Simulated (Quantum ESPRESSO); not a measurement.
**PtSe: single point with PBE+U**

Crystal: PtSe.

```xyz
2
Lattice="0.0000 3.0374 3.0374 3.0374 0.0000 3.0374 3.0374 3.0374 0.0000" Properties=species:S:1:pos:R:3 pbc="T T T"
Pt    0.0000    0.0000    0.0000
Se    1.5187    1.5187    1.5187
```

The cell comes from a database or a generator and needn't be the stable form of this composition.

```yaml
Program: Quantum ESPRESSO 7.5
Task: single point
Functional: PBE
Potentials_or_basis: GBRV 1.5 PBE
Cutoff: 612 eV
Density_cutoff: 4898 eV
k_mesh: 5 × 5 × 5
Occupations: gaussian, width 0.05 eV
Spin: collinear spin, ferromagnetic start
Starting_moments: "[2.0, 0.0] μB"
Hubbard_terms: Pt d U = 3 eV
Hubbard_projectors: ortho-atomic
Double: 0
Start_of_the_occupations: atomic
Moments_locked: none
Magnetic_state_asked_for: fm
Formal_shell_electrons: 1 d8
SCF_threshold: 8e-08 Ry
Most_SCF_iterations: 100
Mixing_ndim: 20
Mixing_beta: 0.7
```

```json
{
  "Pressure": "-10.7 GPa",
  "Band gap on the k mesh": "none (metal or under the smearing width)",
  "Net moment": "-0.06 μB per cell",
  "Absolute moment": "0.06 μB per cell",
  "Site moments": "Pt -0.03; Se -0.01 μB",
  "Valence electrons inside the program's atomic spheres": "Pt 13.57; Se 3.87"
}
```

Levels at points of the mesh, in eV from the Fermi level:
Spin up:
```csv
k point,band 7,band 8,band 9,band 10,band 11,band 12,band 13,band 14
"(0.00, 0.00, 0.00)",-4.52,-2.81,-2.81,0.70,1.70,1.70,1.70,6.95
```
Spin down:
```tsv
k point	band 8	band 9	band 10	band 11	band 12	band 13
(0.00, 0.00, 0.00)	-2.83	-2.83	0.68	1.66	1.66	1.66
```

Eigenvalues of the final occupation matrices:
```
   site  spin  trace               eigenvalues
Pt 1 5d     1   4.51  0.86 0.86 0.86 0.97 0.97
Pt 1 5d     2   4.54  0.87 0.87 0.87 0.97 0.97
```

It took 25 s on 2 MPI ranks on Arm Neoverse V1, on a shared host, peak memory 0.34 GiB a rank.

Caveat: the k mesh is coarse. The state reached can hang on the start; a lower one may exist.
